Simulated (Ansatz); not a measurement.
## CH4SSi, SMILES [SiH3]C=S: the interaction energy of a dimer with the counterpoise correction

Run with the Python package of Ansatz (0.2.0).

The script, `ch4ssi.py`:
```python
"""Interaction energy of two CH4SSi molecules, with the counterpoise correction."""

import ansatz as az

BASIS = "def2-SVPD"
XC = "b3lyp"

FIRST = [
    ("Si", (-0.6296, 0.2332, -0.2258)),
    ("C", (1.0109, -0.3278, 0.2604)),
    ("S", (1.1277, -1.4078, 1.5041)),
    ("H", (-1.4826, -0.8197, -0.7018)),
    ("H", (-0.5542, 1.2238, -1.3906)),
    ("H", (-1.363, 1.022, 0.8627)),
    ("H", (1.8911, 0.0761, -0.3092)),
]
SECOND = [
    ("Si", (2.4267, -5.6053, -0.0501)),
    ("C", (1.2281, -4.8997, 1.0936)),
    ("S", (1.4153, -5.2068, 2.7052)),
    ("H", (3.7688, -5.1388, 0.1593)),
    ("H", (2.1064, -5.2196, -1.4966)),
    ("H", (2.4252, -7.1362, -0.0834)),
    ("H", (0.4025, -4.271, 0.6628)),
]

def energy(atoms, ghosts=()):
    molecule = az.Crystal.molecule()
    for symbol, xyz in atoms:
        molecule = molecule.atom(symbol, xyz)
    calc = molecule.calculation().basis(gaussian=BASIS).functional(XC)
    deck = calc.input()
    if ghosts:
        deck = deck.set(az.key.basis.gaussian.ghost_atoms, [{"symbol": s, "position_ang": list(xyz)} for s, xyz in ghosts])
    return az.Session.from_dict(deck).plan().execute().report["free_energy_ev"]

# ghost atoms carry the functions of the partner
both = energy(FIRST + SECOND)
alone = energy(FIRST) + energy(SECOND)
ghosted = energy(FIRST, SECOND) + energy(SECOND, FIRST)
print(f"dimer {both:.6f} eV")
print(f"interaction, uncorrected   {96.485332 * (both - alone):8.3f} kJ/mol")
print(f"interaction, counterpoise  {96.485332 * (both - ghosted):8.3f} kJ/mol")
print(f"basis-set superposition    {96.485332 * (alone - ghosted):8.3f} kJ/mol")
```

```console
$ python ch4ssi.py
dimer -39616.873795 eV
interaction, uncorrected      0.179 kJ/mol
interaction, counterpoise     2.635 kJ/mol
basis-set superposition       2.456 kJ/mol
```

Uncorrected it is 0.179 kJ/mol, with the counterpoise correction 2.635 kJ/mol; the difference, 2.46 kJ/mol, is the superposition error. In this basis both values are repulsive.

Reading the output:
- Total energies depend on the basis set; only differences at equal settings carry meaning.
- The dimer is a generated trial pose of unrelaxed monomers, not a minimum, so the figure is no binding energy, and the basis set is small.
- b3lyp holds the VWN-RPA fit, as in Gaussian; the form of ORCA and Turbomole is b3lyp5.
- This level lacks the dispersion part of the attraction (electrostatics and induction are there), which can decide the sign where the interaction is weak.
- Timing: 31 s on 1 thread of Arm Neoverse V2 (shared host), peak memory 0.63 GiB.

(Lines on the test bed's own set-up are left out of the output.)
